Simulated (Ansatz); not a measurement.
# C₃H₅FSn: a ladder of functionals and wavefunction methods

How much do the methods differ for C₃H₅FSn? The plan is to run it at one geometry with functionals of several rungs and with coupled cluster. The yardstick is the atomisation energy at the CCSD(T) limit.

Method: functionals in def2-TZVPP, the program's frozen cores in correlated methods; program: Ansatz 0.2.0, Gaussian basis.

The runs, in order: PBE-D4, r2SCAN-D4, PBE0-D4, B3LYP-D4, ωB97X-V, ωB97M-V, B2PLYP; CCSD(T)/def2-TZVPP; MP2/def2-QZVPP; extrapolation to the limit.

**1. The geometry**

The geometry comes from an earlier relaxation with PBE0-D4 in a triple-zeta def2 set; it is a stationary point, not always the lowest conformer. Sn takes the def2 core potential; no spin-orbit term is included.

SMILES `C[C]1=[C](F)[SnH2]1`, 10 atoms, charge 0, spin multiplicity 1.

Atoms are counted from 1 here; the program's logs count them from 0.

Bond lengths: C1–C2 1.481 Å, C1–H6 1.093 Å, C1–H7 1.093 Å, C1–H8 1.094 Å, C2–C3 1.323 Å, C2–Sn5 2.133 Å, C3–F4 1.334 Å, C3–Sn5 2.077 Å, Sn5–H9 1.702 Å, Sn5–H10 1.702 Å. Angles: C2–C1–H6 110.9°, C2–C1–H7 110.9°, C2–C1–H8 111.2°, H6–C1–H7 107.1°, H6–C1–H8 108.4°, H7–C1–H8 108.4°, C1–C2–C3 138.7°, C1–C2–Sn5 151.9°, C3–C2–Sn5 69.4°, C2–C3–F4 131.6°, C2–C3–Sn5 74.0°, F4–C3–Sn5 154.4°, C2–Sn5–C3 36.6°, C2–Sn5–H9 121.0°, C2–Sn5–H10 121.0°, C3–Sn5–H9 120.9°, C3–Sn5–H10 120.9°, H9–Sn5–H10 114.4°.

**2. PBE-D4 (GGA)**

The input, in.yaml:

```yaml
crystal:
  periodic: [false, false, false]
  atoms:
    - {symbol: C, position_ang: [-1.473584, -0.692844, -0.335560]}
    - {symbol: C, position_ang: [-0.111103, -0.182971, -0.060432]}
    - {symbol: C, position_ang: [1.134477, -0.628102, -0.059272]}
    - {symbol: F, position_ang: [1.646328, -1.827970, -0.338308]}
    - {symbol: Sn, position_ang: [1.240033, 1.369204, 0.499923]}
    - {symbol: H, position_ang: [-2.112568, -0.590347, 0.545104]}
    - {symbol: H, position_ang: [-1.945682, -0.126385, -1.142167]}
    - {symbol: H, position_ang: [-1.449586, -1.747583, -0.623173]}
    - {symbol: H, position_ang: [1.441301, 1.810557, 2.131596]}
    - {symbol: H, position_ang: [1.713483, 2.565439, -0.614812]}
basis:
  gaussian: {orbitals: def2-TZVPP}
hamiltonian: {xc: pbe, dispersion: d4}
output: {forces: true, orbitals: {seedname: orbitals}}
```

On the command line:

```
> ansatz run in.yaml --threads 4 --pin off --events-out ev --progress --plain --max-ram 10444MiB
```

The runs that follow: r2SCAN-D4 (meta-GGA); PBE0-D4 (hybrid); B3LYP-D4 (hybrid); ωB97X-V (range-separated); ωB97M-V (range-separated); B2PLYP (double hybrid); CCSD(T) in def2-TZVPP; MP2 in def2-QZVPP.

Q: Predict the results of all the runs planned. Wanted: atomisation energy, CCSD(T)/CBS; farthest; mean size of error, hybrid; mean size of error, range-separated; gap, smallest and largest; T1 diagnostic; triples share of the correlation energy.

The runs gave:

```
                               quantity                                           value
        atomisation energy, CCSD(T)/CBS                                  850.2 kcal/mol
functionals within 8.5 kcal/mol (1.0 %)  r2SCAN-D4, PBE0-D4, B3LYP-D4, ωB97X-V, ωB97M-V
                               farthest                         PBE-D4 (+26.4 kcal/mol)
             mean size of error, hybrid                                    4.7 kcal/mol
    mean size of error, range-separated                                    1.0 kcal/mol
              gap, smallest and largest            4.31 eV (PBE-D4), 10.13 eV (ωB97X-V)
                          T1 diagnostic                                          0.0148
triples share of the correlation energy                                           4.0 %
```

What this shows: PBE-D4 misses by +26.4 kcal/mol. Double hybrids carry the basis error of their MP2 part in triple zeta, and no dispersion term here, so their miss is partly the set-up's. Misses under about 8.5 kcal/mol are within the doubt on the reference itself, which lacks core-valence correlation, spin-orbit coupling and higher excitations, and its outer-core shells are covered unevenly. All levels share the lack of spin-orbit coupling, which lowers the free heavy atoms and so the true binding. Hartree-Fock recovers 69 % of the binding; the rest is correlation. The gap grows from 4.3 to 10.1 eV across the functionals, mostly with the share of exact exchange. Correlated methods include outer-core shells of Sn, which these sets cover unevenly.
